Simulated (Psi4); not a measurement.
# SnBrF (SMILES [F][Sn][Br]) at B2PLYP/def2-SVPD (core potential, density fitting for correlation)

Aim: the vertical electron affinity of SnBrF at B2PLYP/def2-SVPD (core potential, density fitting for correlation), from 2 runs. 

Program for the calculation: Psi4 1.11.

### Step 1. Starting point

SnBrF has 3 atoms, charge 0, and is taken as a singlet. SMILES: `[F][Sn][Br]`. The coordinates come from a PBE0-D4/def2-TZVP relaxation.

Bond lengths: F1–Sn2 1.936 Å, Sn2–Br3 2.515 Å. Angles: F1–Sn2–Br3 97.3°.

### Step 2. The energy at B2PLYP/def2-SVPD (core potential, density fitting for correlation)

input.inp reads:

```
memory 1600 MB

molecule {
  0 1
  F
  Sn 1 R2
  Br 2 R3 1 A3

  R2 = 1.936051
  R3 = 2.514995
  A3 = 97.32731
  symmetry c1
}

set {
  basis                def2-SVPD
  puream               true
  e_convergence        1e-09
  d_convergence        1e-08
  scf_type             pk
  dft_radial_points    99
  dft_spherical_points 590
  num_frozen_docc      14
}

energy_value, wavefunction = energy('b2plyp', return_wfn=True)
```

Started as:

```sh
$ psi4 -n 1 input.inp input.out
```

input.out:

```text
[...]
    !!!  WARNING: ECP capability is in beta. Please check occupations closely.  !!!
[...]
  Running in c1 symmetry.
[...]
  Nuclear repulsion =  265.687357213231053
[...]
  Multiplicity = 1
[...]
  Nalpha       = 33
  Nbeta        = 33
[...]
    Number of basis functions: 96
[...]
   @RKS iter   1: -2886.74002731243309   -2.56979e+00   1.40486e-02 DIIS/ADIIS
[...]
   @RKS iter  11: -2887.11035100527488   -8.64020e-12   7.25393e-09 DIIS
[...]
    Orbital Energies [Eh]
    ---------------------
    Doubly Occupied:
       1A   -485.791420     2A    -63.573178     3A    -57.212092
       4A    -57.211195     5A    -57.210813     6A    -25.320163
       7A     -9.156817     8A     -6.895887     9A     -6.891566
      10A     -6.890126    11A     -5.474405    12A     -3.755484
      13A     -3.750219    14A     -3.746913    15A     -2.856189
      16A     -2.855053    17A     -2.853760    18A     -2.850068
      19A     -2.849976    20A     -1.289099    21A     -1.205686
      22A     -1.204067    23A     -1.200963    24A     -1.195926
      25A     -1.177456    26A     -0.859009    27A     -0.574033
      28A     -0.484501    29A     -0.480782    30A     -0.449113
      31A     -0.355049    32A     -0.351862    33A     -0.330685
[...]
  @RKS Final Energy: -2887.11035100527488
   => Energetics <=
    Nuclear Repulsion Energy =            265.6873572132310528
    One-Electron Energy =               -4628.7075504521362745
    Two-Electron Energy =                1533.0245809156742780
    DFT Exchange-Correlation Energy =     -57.1147386820439991
    Empirical Dispersion Energy =           0.0000000000000000
    VV10 Nonlocal Energy =                  0.0000000000000000
    Total Energy =                      -2887.1103510052753336
[...]
 Multipole Moments:
 ------------------------------------------------------------------------------------
     Multipole            Electronic (a.u.)      Nuclear  (a.u.)        Total (a.u.)
 ------------------------------------------------------------------------------------
 L = 1.  Multiply by 2.5417464519 to convert [e a0] to [Debye]
 Dipole X            :        -53.2996016           52.2643856           -1.0352160
 Dipole Y            :         -6.1281817            5.1458110           -0.9823707
 Dipole Z            :          0.0000000            0.0000000            0.0000000
 Magnitude           :                                                    1.4271386
[...]
```

Run time: 6 s. Hardware: 1 thread of Intel Xeon 6975P-C (Granite Rapids), shared host; peak memory 0.74 GiB.

### Step 3. The doublet anion

brfsn_ase.py reads:

```python
import numpy as np
from ase.calculators.psi4 import Psi4
from ase import Atoms

atoms = Atoms(['F', 'Sn', 'Br'], positions=[
    [-0.943200, 1.248900, -0.388900],
    [-0.636500, -0.662500, -0.416800],
    [1.568700, -0.651200, 0.792400],
])
calc = Psi4(atoms=atoms, method='b2plyp', basis='def2-SVPD', memory='1600MB', num_threads=1, charge=-1, multiplicity=2, label='calc', reference='uks')
calc.psi4.set_options({'puream': True, 'e_convergence': 1e-09, 'd_convergence': 1e-08, 'scf_type': 'pk', 'dft_radial_points': 99, 'dft_spherical_points': 590, 'num_frozen_docc': 14, 'maxiter': 200})
atoms.calc = calc

print(f'energy: {atoms.get_potential_energy():.6f} eV')
```

Started as:

```sh
$ python brfsn_ase.py
```

calc.dat:

```text
[...]
    !!!  WARNING: ECP capability is in beta. Please check occupations closely.  !!!
[...]
  Running in c1 symmetry.
[...]
  Nuclear repulsion =  265.687368134654832
[...]
  Multiplicity = 2
[...]
  Nalpha       = 34
  Nbeta        = 33
[...]
    Number of basis functions: 96
[...]
   @UKS iter   1: -2886.67879024402191   -2.51199e+00   1.45329e-02 DIIS/ADIIS
[...]
   @UKS iter  14: -2887.15110213092066   -1.13687e-11   6.47950e-09 DIIS
[...]
   @S^2 Observed:                7.572320084E-01
[...]
    Orbital Energies [Eh]
    ---------------------
    Alpha Occupied:
       1A   -485.598552     2A    -63.380555     3A    -57.019326
       4A    -57.018586     5A    -57.018458     6A    -25.115855
       7A     -8.964435     8A     -6.703069     9A     -6.699010
      10A     -6.698828    11A     -5.222121    12A     -3.501096
      13A     -3.497739    14A     -3.497441    15A     -2.663339
      16A     -2.661925    17A     -2.661903    18A     -2.658227
      19A     -2.658224    20A     -1.081796    21A     -0.953530
      22A     -0.949444    23A     -0.949389    24A     -0.946138
      25A     -0.936037    26A     -0.669605    27A     -0.370295
      28A     -0.290335    29A     -0.286253    30A     -0.250410
      31A     -0.175204    32A     -0.167815    33A     -0.131843
      34A     -0.002649
[...]
  @UKS Final Energy: -2887.15110213092066
   => Energetics <=
    Nuclear Repulsion Energy =            265.6873681346548324
    One-Electron Energy =               -4642.6211504490283914
    Two-Electron Energy =                1547.0111017499816626
    DFT Exchange-Correlation Energy =     -57.2284215665288656
    Empirical Dispersion Energy =           0.0000000000000000
    VV10 Nonlocal Energy =                  0.0000000000000000
    Total Energy =                      -2887.1511021309206626
[...]
 Multipole Moments:
 ------------------------------------------------------------------------------------
     Multipole            Electronic (a.u.)      Nuclear  (a.u.)        Total (a.u.)
 ------------------------------------------------------------------------------------
 L = 1.  Multiply by 2.5417464519 to convert [e a0] to [Debye]
 Dipole X            :        -44.2713947           44.3240015            0.0526068
 Dipole Y            :        -12.6478890           11.9520256           -0.6958635
 Dipole Z            :        -25.5489228           25.5064155           -0.0425072
 Magnitude           :                                                    0.6991426
[...]
```

The script printed:

```text
energy: -78568.142706 eV
```

Run time: 10 s. Hardware: 1 thread of Intel Xeon 6975P-C (Granite Rapids), shared host; peak memory 0.78 GiB.

### Step 4. Summary of results

At B2PLYP/def2-SVPD (core potential, density fitting for correlation), 14 core orbitals frozen:

```
                                                               quantity           value
                                            singlet SnBrF: total energy  -2887.28458 Eh
                       singlet SnBrF: HOMO energy (SCF part's orbitals)        -9.00 eV
                       singlet SnBrF: LUMO energy (SCF part's orbitals)        -2.13 eV
                     singlet SnBrF: HOMO–LUMO gap (SCF part's orbitals)         6.87 eV
                                            doublet anion: total energy  -2887.32601 Eh
doublet anion: HOMO energy (SCF part's orbitals) (highest over α and β)        -0.07 eV
 doublet anion: LUMO energy (SCF part's orbitals) (lowest over α and β)         4.31 eV
                                                    doublet anion: ⟨S²⟩           0.757
                      vertical electron affinity (to the doublet anion)        1.127 eV
```

What this shows: At fixed nuclei the extra electron is bound by 1.13 eV (109 kJ/mol).
